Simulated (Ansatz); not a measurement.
# Ir4O: the cost of one run

Method: DFT r2SCAN, scalar-relativistic, plane waves, PAW, in Ansatz 0.2.0.

5 further runs of the same task are left out: 5 set aside as unsound or not needed.

**1. The system as given**

The structure is tetragonal, space group P4mm (No. 99). Conventional cell: a = 2.718 Å, b = 2.718 Å, c = 22.766 Å, α = 90.00°, β = 90.00°, γ = 90.00°. Ir (site symmetry 4mm) has 8 Ir at 2.72 Å in its first shell of neighbours. Ir (site symmetry 4mm) is surrounded by 12 Ir at 2.72 to 2.73 Å. Ir (site symmetry 4mm) is surrounded by 12 Ir at 2.65 to 2.73 Å. Ir (site symmetry 4mm) is surrounded by 8 Ir at 2.65 to 2.72 Å.

As a file:

```cif
data_structure
_symmetry_space_group_name_H-M 'P 1'
_symmetry_Int_Tables_number 1
_cell_length_a 2.7183
_cell_length_b 2.7183
_cell_length_c 22.7663
_cell_angle_alpha 90.000
_cell_angle_beta 90.000
_cell_angle_gamma 90.000
_cell_volume 168.22
loop_
_atom_site_label
_atom_site_type_symbol
_atom_site_fract_x
_atom_site_fract_y
_atom_site_fract_z
_atom_site_occupancy
Ir1 Ir 0.50000 0.50000 0.37336 1
Ir2 Ir 0.00000 0.00000 0.45779 1
Ir3 Ir 0.50000 0.50000 0.54277 1
Ir4 Ir 0.00000 0.00000 0.62288 1
```

Planes are indexed in the bulk's conventional cell (Fm-3m (No. 225)), a = 3.844 Å, b = 3.844 Å, c = 3.844 Å, α = 90.00°, β = 90.00°, γ = 90.00°.

It is a (100) slab, 5.8 Å thick as cut, with 17 Å of vacuum; its outer planes are Ir (top) and Ir (bottom). An earlier relaxation, lower half held, gave -47791.8405 eV, work function 5.65 eV.

**2. O put at a top (Ir) site**

input.yaml

```yaml
crystal:
  lattice:
    - [2.7182807111, 0.0, 0.0]
    - [0.0, 2.7182807111, 0.0]
    - [0.0, 0.0, 24.766344172]
  atoms:
    - { symbol: Ir, position: [0.5, 0.5, 0.3432076991] }
    - { symbol: Ir, position: [0.0, 0.0, 0.4208176488] }
    - { symbol: Ir, position: [0.5, 0.5, 0.4989389495] }
    - { symbol: Ir, position: [0.0, 0.0, 0.5725799416] }
    - { symbol: O, position: [0.0, 0.0, 0.6565648845] }
basis:
  ecutwfc: 500
kpoints:
  mp_grid: { grid: [11, 11, 1] }
hamiltonian:
  xc: r2scan
scf:
  occupations: { method: gaussian, width: 0.1 }
output:
  forces: true
  eigenvalues: true
  write_density: true
  write_potential: true
  elf: true
  volumetric_format: npy
relax:
  adjacent_minimum: "off"
  f_tol: 0.03
  max_steps: 70
  constraints: [{ sites: [0, 1] }]
efield:
  axis: 3
  dipole_correction: true
  ramp_width: 0.04
```

Command:

```
ansatz run input.yaml --threads 2 --pin off --max-ram 5120MiB --backend cpu --events-out ev --progress --plain --runs-dir out
```

Q: Estimate wall time and peak memory on 2 threads of Intel Xeon Platinum 8259CL at 2.50GHz (Skylake/Cascade Lake), shared host.

About 1.7 min, with a peak of 0.85 GiB.
